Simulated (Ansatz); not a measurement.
# CH₇BSSi: up Jacob's ladder to CCSD(T)

One table from this session's results is given with a row withheld; the runs are named, their logs left out.

The runs use Ansatz 0.2.0, Gaussian basis; functionals in def2-TZVPP, the program's frozen cores in correlated methods.

Plan: LDA (SPW92), PBE-D4, revPBE-D4, BLYP-D4, r2SCAN-D4, B97M-V, PBE0-D4, B3LYP-D4, r2SCANh-D4, r2SCAN0-D4, HSE06-D4, BHLYP-D4, CAM-B3LYP-D4, LC-ωPBE, ωB97X-V, ωB97M-V, B2PLYP, PBE-QIDH; CCSD(T)/def2-SVP; CCSD(T)/def2-TZVPP; MP2/def2-QZVPP; extrapolation to the limit; RPA on PBE.

## Structure used throughout

An earlier PBE0-D4 in a triple-zeta def2 set relaxation fixed the geometry.

SMILES `C[SiH2]BS`, 11 atoms, charge 0, spin multiplicity 1.

Atoms are counted from 1 here; the program's logs count them from 0.

Bond lengths: C1–Si2 1.878 Å, C1–H5 1.092 Å, C1–H6 1.092 Å, C1–H7 1.092 Å, Si2–B3 2.007 Å, Si2–H8 1.495 Å, Si2–H9 1.494 Å, B3–S4 1.763 Å, B3–H10 1.196 Å, S4–H11 1.347 Å. Angles: Si2–C1–H5 110.9°, Si2–C1–H6 110.8°, Si2–C1–H7 110.6°, H5–C1–H6 108.1°, H5–C1–H7 108.1°, H6–C1–H7 108.2°, C1–Si2–B3 112.3°, C1–Si2–H8 109.7°, C1–Si2–H9 109.3°, B3–Si2–H8 109.7°, B3–Si2–H9 108.6°, H8–Si2–H9 107.0°, Si2–B3–S4 123.7°, Si2–B3–H10 123.1°, S4–B3–H10 113.1°, B3–S4–H11 99.9°.

Set-up of the first run:

in.yaml reads:

```yaml
crystal:
  periodic: [false, false, false]
  atoms:
    - {symbol: C, position_ang: [-0.855879, 1.551898, -0.017584]}
    - {symbol: Si, position_ang: [-0.309718, -0.134052, 0.605320]}
    - {symbol: B, position_ang: [1.383532, -0.759387, -0.272281]}
    - {symbol: S, position_ang: [1.543947, -2.309162, -1.097583]}
    - {symbol: H, position_ang: [-1.052024, 1.525900, -1.091711]}
    - {symbol: H, position_ang: [-1.769042, 1.874353, 0.487261]}
    - {symbol: H, position_ang: [-0.081226, 2.299360, 0.167434]}
    - {symbol: H, position_ang: [-1.396866, -1.133571, 0.373964]}
    - {symbol: H, position_ang: [-0.085843, -0.066843, 2.080719]}
    - {symbol: H, position_ang: [2.390177, -0.113209, -0.286514]}
    - {symbol: H, position_ang: [0.298344, -2.792388, -0.928624]}
basis:
  gaussian: {orbitals: def2-TZVPP}
hamiltonian: {xc: lda}
output: {orbitals: {seedname: orbitals}}
```

Launch:

```bash
$ ansatz run in.yaml --threads 2 --pin off --events-out ev --progress --plain --max-ram 4352MiB
```

Among the steps run: LDA; PBE-D4 (GGA); revPBE-D4 (GGA); BLYP-D4 (GGA); r2SCAN-D4 (meta-GGA); B97M-V (meta-GGA); B3LYP-D4 (hybrid); r2SCANh-D4 (hybrid); r2SCAN0-D4 (hybrid); HSE06-D4 (hybrid); BHLYP-D4 (hybrid); CAM-B3LYP-D4 (range-separated); LC-ωPBE (range-separated); ωB97X-V (range-separated); ωB97M-V (range-separated); B2PLYP (double hybrid); PBE-QIDH (double hybrid).

One of the session's tables, all rows but one given; the rest of the session is left out.

It belongs to the step «Frontier levels by functional». 

| functional | HOMO (eV) | LUMO (eV) | gap (eV) |
| --- | --- | --- | --- |
| LDA (SPW92) | -6.77 | -2.82 | 3.95 |
| PBE-D4 | -6.69 | -2.60 | 4.09 |
| revPBE-D4 | -6.66 | -2.51 | 4.15 |
| BLYP-D4 | -6.58 | -2.41 | 4.18 |
| r2SCAN-D4 | -6.96 | -2.37 | 4.58 |
| B97M-V | -7.05 | -2.42 | 4.63 |
| PBE0-D4 | -7.90 | -1.71 | 6.20 |
| B3LYP-D4 | ? | ? | ? |
| r2SCANh-D4 | -7.40 | -2.05 | 5.34 |
| r2SCAN0-D4 | -8.07 | -1.58 | 6.49 |
| HSE06-D4 | -7.51 | -2.09 | 5.42 |
| BHLYP-D4 | -9.04 | -0.66 | 8.38 |
| CAM-B3LYP-D4 | -9.25 | -0.57 | 8.68 |
| LC-ωPBE | -10.58 | 0.51 | 11.09 |
| ωB97X-V | -10.24 | 0.44 | 10.67 |
| ωB97M-V | -10.03 | 0.25 | 10.28 |

Estimate the missing values for B3LYP-D4.

Worked estimate for «HOMO (eV)». Against the share of exact exchange, BLYP-D4 (0, -6.58), BHLYP-D4 (0.5, -9.04) give a slope of -4.92 per unit share; at 0.2 the line stands at -7.56.

**Answer.** HOMO (eV): -7.71; LUMO (eV): -1.86; gap (eV): 5.85. In «HOMO (eV)» the line misses by +0.15.
